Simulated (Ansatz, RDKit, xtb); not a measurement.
**C4H6Cl2O: which of the isomers drawn lies lowest?**

Which of a sample of isomers of C4H6Cl2O is the most stable in the gas at 298.15 K, and what are its properties? The sample is small against all isomers, and the most stable one of this formula need not be in it.

Plan: many cheap relaxations first (GFN2-xTB), then density-functional screening, relaxation at r2SCAN-D4/def2-SVP, vibrations (at GFN2-xTB) and a final energy. The numbers are computed, not measured.

## 1. Drawing up candidates

Isomers were taken from a list of plausible structures; this is a sample, not all of them. That gives 11 candidates.

| label | SMILES | spin |
| --- | --- | --- |
| c209 | ClC[C@@H]1OC[C@@H]1Cl | singlet |
| c258 | O=CCCC(Cl)Cl | singlet |
| c336 | CO/C(Cl)=C/CCl | singlet |
| c374 | CC(=O)CC(Cl)Cl | singlet |
| c467 | O=CC[C@H](Cl)CCl | singlet |
| c577 | ClC(Cl)[C@@H]1CCO1 | singlet |
| c594 | C=COCC(Cl)Cl | singlet |
| c611 | CO/C(=C/Cl)CCl | singlet |
| c614 | C[C@H](C=O)C(Cl)Cl | singlet |
| c874 | C=C(OC)C(Cl)Cl | singlet |
| c922 | ClC(Cl)C1COC1 | singlet |

Candidates are built by distance geometry, with a force field where one applies, in up to four conformers (letters a to d).

**Question.** With final energies at CCSD(T)/def2-SVP + MP2/def2-TZVPP - MP2/def2-SVP, which structure will this search put lowest in free energy, and by what margin?

| quantity | value |
| --- | --- |
| lowest structure found | CC(=O)CC(Cl)Cl, singlet |
| next finalist | O=CC[C@H](Cl)CCl, singlet, 3.6 kcal/mol higher in G |
| share at equilibrium, among the finalists | 99.7 % |

The lowest structure found is `CC(=O)CC(Cl)Cl`. The margin of 3.6 kcal/mol over the next finalist is beyond the usual error of the last level; it says nothing of structures that weren't ranked. GFN2-xTB, r2SCAN-D4/def2-SVP, r2SCAN-D4/def2-SVP, relaxed, HF/def2-SVP and MP2/def2-SVP already put its bonding pattern lowest among the structures in one piece; HF/STO-3G favours the singlet ClC[C@@H]1OC[C@@H]1Cl (c209b, not a finalist). 18 minima inside the window were never screened. The search is not exhaustive (a finite list of starts, one conformer a finalist), so a lower isomer can't be ruled out. Only 11 drawn patterns were tried, so whole families of isomers are missing, and the result ranks this sample alone. The lowest isomer need not be the one that is made and kept in a bottle, which depends on barriers.
